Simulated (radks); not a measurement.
# Nb⁺ in [Kr] 4d4: an all-electron calculation

One table from this session's results is given with a row withheld; the runs are named, their logs left out.

The numbers are computed with radks (a radial shooting solver on a logarithmic mesh, Libxc functionals) version 1 (scalar-relativistic Kohn-Sham, PBE, spin-polarised, spherical densities, finite nucleus; open shells are filled with parallel spins first), except any that are marked as measured or tabulated.

## What is computed

* element: niobium (Z = 41)
* charge: +1
* electrons: 40
* configuration: [Kr] 4d4
* nuclear rms radius: 4.324 fm

The outer shells:

Nb⁺
```
[Kr] core
4d [↑ ][↑ ][↑ ][↑ ][  ]
```

Set-up of the first run:

The run's settings:

```text
Z 41
configuration [Kr] 4d4
relativity scalar-relativistic
functional pbe,pbe
spin polarised
nucleus finite rms 4.324 fm
c 137.035999084
```

One table of the session follows, with a row left open; its other results are not shown here.

It belongs to the step «Shells». From the orbitals of this run (lengths in bohr):

```
  level      <r>  outermost maximum (interpolated)  90 % within  nodes
1s down  0.03609                            0.0235       0.0646      0
  1s up  0.03609                            0.0235       0.0646      0
  2s up   0.1581                             0.133        0.244      1
2s down   0.1580                             0.133        0.244      1
  2p up   0.1377                             0.106        0.224      0
2p down   0.1377                             0.106        0.224      0
  3s up   0.4432                             0.396        0.655      2
3s down   0.4432                             0.396        0.655      2
  3p up   0.4458                             0.389        0.674      1
3p down   0.4458                             0.389        0.674      1
  3d up   0.4331                             0.335        0.694      0
3d down   0.4330                             0.335        0.694      0
  4s up    1.165                              1.04         1.70      3
4s down    1.155                              1.03         1.69      3
  4p up        ?                                 ?            ?      ?
4p down    1.298                              1.12         1.93      2
  4d up    2.032                              1.50         3.28      1
4d down    2.071                              1.48         3.39      1
```

**Question.** Estimate the row for 4p up.

**Answer.** <r>: 1.310; outermost maximum (interpolated): 1.13; 90 % within: 1.95; nodes: 2. In the column «<r>» it lies between 4p down (1.298) and 4d up (2.032).

Caveats from the session: Open shells are spherical and high-spin; term and fine-structure splittings are not resolved.
